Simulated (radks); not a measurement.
**Mo⁺ in [Kr] 4d5: an all-electron calculation**

One table from this session's results is given with a row withheld; the runs are named, their logs left out.

Program: radks (a radial shooting solver on a logarithmic mesh, Libxc functionals) version 1. Level of theory: scalar-relativistic Kohn-Sham, PBEsol, spin-polarised, spherical densities, point nucleus; open shells are filled with parallel spins first. These are calculated values, not measurements, unless marked.

## The atom as given

| Item | Value |
| --- | --- |
| element | molybdenum (Z = 42) |
| charge | +1 |
| electrons | 41 |
| configuration | [Kr] 4d5 |

Outer shells as boxes (Hund's rule):

Mo⁺
```
[Kr] core
4d [↑ ][↑ ][↑ ][↑ ][↑ ]
```

The first run:

The run's settings:

```text
Z 42
configuration [Kr] 4d5
relativity scalar-relativistic
functional pbe_sol,pbe_sol
spin polarised
nucleus point
c 137.035999084
```

One table of the session follows, with a row left open; its other results are not shown here.

It belongs to the step «Shells». Sizes of the orbitals, from the radial functions (bohr):

```
  level      <r>  outermost maximum (interpolated)  90 % within  nodes
1s down  0.03518                            0.0229       0.0630      0
  1s up  0.03518                            0.0229       0.0630      0
  2s up   0.1538                             0.130        0.238      1
2s down   0.1538                             0.130        0.238      1
  2p up   0.1340                             0.104        0.218      0
2p down   0.1340                             0.104        0.218      0
  3s up   0.4292                             0.384        0.634      2
3s down   0.4292                             0.384        0.634      2
  3p up   0.4309                             0.377        0.651      1
3p down   0.4308                             0.377        0.651      1
  3d up        ?                                 ?            ?      ?
3d down   0.4153                             0.323        0.664      0
  4s up    1.112                             0.991         1.62      3
4s down    1.104                             0.986         1.61      3
  4p up    1.244                              1.08         1.85      2
4p down    1.233                              1.07         1.83      2
  4d up    1.865                              1.39         3.00      1
4d down    1.917                              1.37         3.14      1
```

**Question.** Estimate the row for 3d up.

The run gave: <r>: 0.4155; outermost maximum (interpolated): 0.322; 90 % within: 0.665; nodes: 0. In the column «<r>» it lies between 3d down (0.4153) and 3s up (0.4292).

Caveats from the session: Open shells are spherical and high-spin; term and fine-structure splittings are not resolved.
